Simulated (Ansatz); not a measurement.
Crystal: BiTe.

```xyz
2
Lattice="0.0000 3.2350 3.2350 3.2350 0.0000 3.2350 3.2350 3.2350 0.0000" Properties=species:S:1:pos:R:3 pbc="T T T"
Bi    0.0000    0.0000    0.0000
Te    3.2350    3.2350    3.2350
```

Program: Ansatz 0.2.0. Alike in all runs: cell as given. Hardware: 1 thread of Arm Neoverse V1 (shared host).

Problem. Order these runs on this cell by their wall time, lowest first.
A. task band structure; level PBE; potentials or basis all-electron LAPW, scalar-relativistic; spin off; k mesh 7 × 7 × 7; cutoff (eV) 177; smearing fermi-dirac 0.05 eV; basis error allowed 0.001 eV/atom; mesh quality not flagged
B. task atomic charges; level BLYP; potentials or basis all-electron LAPW, relativistic spinors; spin SOC, no magnetisation; k mesh 5 × 5 × 5; cutoff (eV) 177; smearing gaussian 0.1 eV; basis error allowed 0.001 eV/atom; mesh quality coarse
C. task single point; level PBE; potentials or basis all-electron LAPW, scalar-relativistic; spin off; k mesh 4 × 4 × 4; cutoff (eV) 162; smearing fermi-dirac 0.02 eV; basis error allowed 0.002 eV/atom; mesh quality coarse

Solution. C (4.3 s), A (15 s), B (35 s).

Caveats: some runs use coarse meshes; the k mesh is thin for a metal, which can move the energy by tens of meV per atom (some runs).

Not every run made on this cell is shown here.
